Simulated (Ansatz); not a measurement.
# H6SSn: the cost of one run

The runs use Ansatz 0.2.0, Gaussian basis; PBE0-D4/def2-SVP.

1 further run of the same task is left out (it didn't finish).

## 1. The starting structure

The start, a first-order saddle point found at PBE0-D4 in triple zeta: 8 atoms, charge 0, spin multiplicity 1.

Atoms are counted from 1 here; the program's logs count them from 0.

Bond lengths: Sn1–H2 2.000 Å, Sn1–H3 1.696 Å, Sn1–H4 1.725 Å, Sn1–H5 1.708 Å, Sn1–S7 2.797 Å, S7–H8 1.343 Å. Angles: H2–Sn1–H3 101.6°, H2–Sn1–H4 83.1°, H2–Sn1–H5 132.4°, H2–Sn1–S7 64.1°, H3–Sn1–H4 111.5°, H3–Sn1–H5 117.2°, H3–Sn1–S7 91.9°, H4–Sn1–H5 105.2°, H4–Sn1–S7 143.2°, H5–Sn1–S7 87.1°, Sn1–S7–H8 91.4°.

As a file:

```
atom     x (Å)     y (Å)     z (Å)
 Sn1  -0.83431  -0.31131  -0.25586
  H2   0.58609  -0.96501   0.99193
  H3  -0.55135  -1.26753  -1.62762
  H4  -1.88532  -1.10195   0.85986
  H5  -1.52709   1.22928  -0.50793
  H6   1.20076  -0.32651   0.55475
  S7   1.66128   0.93036  -0.48957
  H8   1.34994   1.81266   0.47453
```

## 2. Dynamics

The input, md/in.yaml:

```yaml
crystal:
  periodic: [false, false, false]
  atoms:
    - {symbol: Sn, position_ang: [-0.834311, -0.311308, -0.255857]}
    - {symbol: H, position_ang: [0.586094, -0.965013, 0.991932]}
    - {symbol: H, position_ang: [-0.551350, -1.267527, -1.627624]}
    - {symbol: H, position_ang: [-1.885321, -1.101946, 0.859862]}
    - {symbol: H, position_ang: [-1.527093, 1.229285, -0.507934]}
    - {symbol: H, position_ang: [1.200756, -0.326512, 0.554754]}
    - {symbol: S, position_ang: [1.661285, 0.930364, -0.489568]}
    - {symbol: H, position_ang: [1.349940, 1.812657, 0.474535]}
basis:
  gaussian: {orbitals: def2-SVP}
hamiltonian: {xc: pbe0, dispersion: d4}
md: {n_steps: 80, timestep: 1.0, temperature: 200, ensemble: nvt_langevin, seed: 142, friction: 0.002, initial_velocities: maxwell_boltzmann}
```

The run is started by

```bash
ansatz run in.yaml --threads 2 --pin off --events-out ev --progress --plain --max-ram 4352MiB
```

**Question.** How long does this run take on 2 threads of Intel Xeon 6975P-C, shared host?

About 80 s.
